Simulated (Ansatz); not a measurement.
# CH₇FOSi₂: one species, many methods

An exercise on one series of results from a longer session: the logs are not shown, and one member is left open.

Method: functionals in def2-TZVPP, the program's frozen cores in correlated methods; program: Ansatz 0.2.0, Gaussian basis.

Levels to be run: PBE-D4, r2SCAN-D4, PBE0-D4, B3LYP-D4, ωB97X-V, ωB97M-V, B2PLYP; CCSD(T)/def2-TZVPP; MP2/def2-QZVPP; extrapolation to the limit.

**The relaxed structure**

The geometry comes from an earlier relaxation with PBE0-D4 in a triple-zeta def2 set; it is a stationary point, not always the lowest conformer.

SMILES `FCO[SiH2][SiH3]`, 12 atoms, charge 0, spin multiplicity 1.

Atoms are counted from 1 here; the program's logs count them from 0.

Bond lengths: F1–C2 1.379 Å, C2–O3 1.368 Å, C2–H6 1.092 Å, C2–H7 1.098 Å, O3–Si4 1.667 Å, Si4–Si5 2.349 Å, Si4–H8 1.486 Å, Si4–H9 1.484 Å, Si5–H10 1.487 Å, Si5–H11 1.488 Å, Si5–H12 1.488 Å. Angles: F1–C2–O3 110.6°, F1–C2–H6 107.7°, F1–C2–H7 106.5°, O3–C2–H6 108.8°, O3–C2–H7 112.0°, H6–C2–H7 111.2°, C2–O3–Si4 124.2°, O3–Si4–Si5 111.9°, O3–Si4–H8 110.7°, O3–Si4–H9 104.8°, Si5–Si4–H8 109.7°, Si5–Si4–H9 110.9°, H8–Si4–H9 108.7°, Si4–Si5–H10 111.5°, Si4–Si5–H11 111.0°, Si4–Si5–H12 108.1°, H10–Si5–H11 108.7°, H10–Si5–H12 108.8° and more.

Set-up of the first run:

Input file in.yaml:

```yaml
crystal:
  periodic: [false, false, false]
  atoms:
    - {symbol: F, position_ang: [-2.320654, -0.300910, 0.502266]}
    - {symbol: C, position_ang: [-1.636989, 0.890570, 0.384711]}
    - {symbol: O, position_ang: [-0.944416, 0.933979, -0.794192]}
    - {symbol: Si, position_ang: [0.248374, -0.149297, -1.219764]}
    - {symbol: Si, position_ang: [1.614409, -0.713385, 0.606206]}
    - {symbol: H, position_ang: [-2.373600, 1.697211, 0.389362]}
    - {symbol: H, position_ang: [-0.971891, 0.955975, 1.256254]}
    - {symbol: H, position_ang: [-0.345350, -1.381805, -1.800934]}
    - {symbol: H, position_ang: [1.032247, 0.543922, -2.271512]}
    - {symbol: H, position_ang: [0.850685, -1.446231, 1.651063]}
    - {symbol: H, position_ang: [2.213163, 0.503426, 1.219725]}
    - {symbol: H, position_ang: [2.711120, -1.588658, 0.110715]}
basis:
  gaussian: {orbitals: def2-TZVPP}
hamiltonian: {xc: pbe, dispersion: d4}
output: {forces: true, orbitals: {seedname: orbitals}}
```

Started as:

```
ansatz run in.yaml --threads 4 --pin off --events-out ev --progress --plain --max-ram 10444MiB
```

Steps of the session up to this table: PBE-D4 (GGA); r2SCAN-D4 (meta-GGA); PBE0-D4 (hybrid); B3LYP-D4 (hybrid); ωB97X-V (range-separated); ωB97M-V (range-separated); B2PLYP (double hybrid); CCSD(T) in def2-TZVPP; MP2 in def2-QZVPP.

One of the session's tables, all rows but one given; the rest of the session is left out.

```
            method  atomisation energy (eV)
            PBE-D4                   42.274
         r2SCAN-D4                        ?
           PBE0-D4                   41.641
          B3LYP-D4                   41.921
           ωB97X-V                   42.293
           ωB97M-V                   42.050
            B2PLYP                   41.434
     HF/def2-TZVPP                   30.818
    MP2/def2-TZVPP                   41.325
   CCSD/def2-TZVPP                   40.428
CCSD(T)/def2-TZVPP                   40.951
           MP2/CBS                   42.447
       CCSD(T)/CBS                   42.073
```

Estimate the missing values for r2SCAN-D4.

As computed: atomisation energy (eV): 42.032. In the column «atomisation energy (eV)» it lies between B3LYP-D4 (41.921) and ωB97M-V (42.050).

To keep in mind: Free atoms (1 F, 1 C, 1 O, 2 Si, 7 H) were run apart at each level; the atomisation energy is their sum less the molecule, without zero-point or spin-orbit terms.
